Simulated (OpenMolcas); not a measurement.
# W⁵⁺ among point charges: CASSCF and CASPT2 levels and susceptibility

Aim: the splitting of the states of W⁵⁺ in the field of 4 point charges, its lowest levels with spin-orbit coupling and its magnetic susceptibility.

Method: state-averaged CASSCF and CASPT2, spin-orbit coupling by RASSI with atomic mean-field integrals. Code: OpenMolcas 26.06.

### Step 1. The atom as given

```
Species                           : W⁵⁺ (tungsten, Z = 74, 69 electrons)
Basis                             : ANO-RCC-VDZP [7s6p4d2f1g], 68 functions
Scalar Hamiltonian                : DKH2, point nucleus
Inactive shells                   : 1s 2s 2p 3s 3p 3d 4s 4p 4d 4f 5s 5p
Active space                      : 1 electron in 5 orbitals (5d)
Some configurations of this space : 5d
Orbitals                          : optimised for each spin and parity, averaged over all roots
```

Outer shells as boxes (Hund's rule):

5d
```
5d [↑ ][  ][  ][  ][  ]
```

The ion sits among 4 point charges of -2 e arranged as a square (D4h), 1.8 Å from the ion.

The work runs as a chain of OpenMolcas steps in one folder; each step below is one input file. Labels, J, g values, rates, χT and fits are worked out afterwards by a script from the matrices that RASSI stores. The input lists half of the charges; inversion (Group=XYZ) makes the rest.

### Step 2. GATEWAY and SEWARD: basis and integrals

Input file a.inp:

```
&GATEWAY
Coord
1

W 0.0 0.0 0.0
Basis=ANO-RCC-VDZP
Group=XYZ
NoMove
AngMom=0.0 0.0 0.0
AMFI
XField
2 Angstrom 0
1.800000 0.000000 0.000000 -2.000000
0.000000 1.800000 0.000000 -2.000000
&SEWARD
```

Run with:

```
$ OMP_NUM_THREADS=1 MOLCAS_MEM=1689 MOLCAS_PROJECT=a pymolcas a.inp > a.log
```

### Step 3. CASSCF: doublets of even parity, 5 roots

Input file a.inp:

```
&RASSCF
FileOrb=start.orb
Symmetry=1
Spin=2
nActEl=1 0 0
Inactive=15 19
Ras2=5 0
CIRoot=5 5 1
SDav=5
CIMx=300
Iter=120 100
PrWF=0.3
OrbListing=Nothing
MaxOrb=0
>>> COPY $Project.JobIph JOB001
```

start.orb holds the contracted functions of the basis, ordered by shell, or the orbitals of the step before.

### Step 4. RASSI: spin-orbit coupling between the states

Input file a.inp:

```
&RASSI
NrOfJobIphs=1 5
1 2 3 4 5
IphNames
JOB001
EJob
SpinOrbit
DIPRint=1.0
SOCoupling=1000.0
Subsets=2
Property=9
'ANGMOM' 1 'ANGMOM' 2 'ANGMOM' 3 'MLTPL  1' 1 'MLTPL  1' 2 'MLTPL  1' 3
'AMFI' 1 'AMFI' 2 'AMFI' 3
SOProperty=3
'ANGMOM' 1 'ANGMOM' 2 'ANGMOM' 3
```

### Step 5. CASPT2: IPEA 0.25, imaginary shift 0.1 (closed shells correlated: 4f 5s 5p)

Input file a.inp:

```
>>> COPY JOB001 $Project.JobIph
&CASPT2
Multistate=5 1 2 3 4 5
NoMult
Frozen=14 9
IPEA=0.25
Imaginary=0.1
MaxIter=60
WThr=0.0 0.3 0.05
PrWF=0.5
NoMix
```

(Steps that only read results are left out.)

**Question.** What will these runs give? Wanted: spin-free ground state; first state of the same spin within the active space; lowest level; next level.

As calculated:

```
                                            quantity                                                                           value
                                              method  SS-CASPT2, IPEA 0.25, imaginary shift 0.1 (closed shells correlated: 4f 5s 5p)
                              spin-free ground state                                                 2A1, 1-fold in its orbital part
first state of the same spin within the active space                                                                2E at 11800 cm⁻¹
                                        lowest level                                               2-fold E1/2, g = 0.38, 0.38, 1.79
                                          next level                                                                    12669.3 cm⁻¹
                                         χT at 300 K                                                                  0.13 cm³ K/mol
                           effective moment at 300 K                                                                         1.00 μB
```

Cost by method:

| method | time of its own steps | time with the reference |
| --- | --- | --- |
| A. CASSCF | 1.6 s | 1.6 s |
| B. SS-CASPT2, IPEA 0.25, imaginary shift 0.1, +4f 5s 5p | 0.82 s | 2.4 s |

Times are of one thread on a shared host.

The spin-free ground state (2A1) comes to 100 % from free-ion D terms and keeps the highest spin of the shell. χT at 300 K is 0.13, against 0.38 cm³ K/mol for the spin alone, so orbital moment lowers it. The field of point charges can differ much from that of real complexes. Point charges carry no covalency, so the field is a model and not that of real ligands.
